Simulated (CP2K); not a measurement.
WAu:

```xyz
2
Lattice="4.1142 0.0000 0.0000 2.0571 3.5630 0.0000 2.0571 1.1877 3.3593" Properties=species:S:1:pos:R:3 pbc="T T T"
W     0.0000    0.0000    0.0000
Au    6.1714    3.5630    2.5194
```

The cell was built by a generator and needn't be a form met in nature.

Program: CP2K 2026.2. Alike in all runs: task single point; potentials or basis POTENTIAL_UZH W GTH-PBE-q14, Au GTH-PBE-q11; TZVP-MOLOPT-PBE-GTH basis; no spin polarisation; cell as given; k mesh 8 × 8 × 8; smearing fermi-dirac 0.05 eV.

Order these runs on this cell by their pressure, lowest first.
A. level HLE17
B. level vdW-DF-cx; cutoff of the non-local correlation (Ry) 300
C. level PW91
D. level LDA

A (-7.9 GPa), D (-4.1 GPa), B (-1.5 GPa), C (1.7 GPa).

Caveats: the potentials were made for another functional, which shifts forces and pressure; the basis of atomic orbitals isn't converged, which shifts pressures, moduli and gaps; the potentials were made for a functional far from this one (some runs).

Runs at the PBE level aren't shown here.
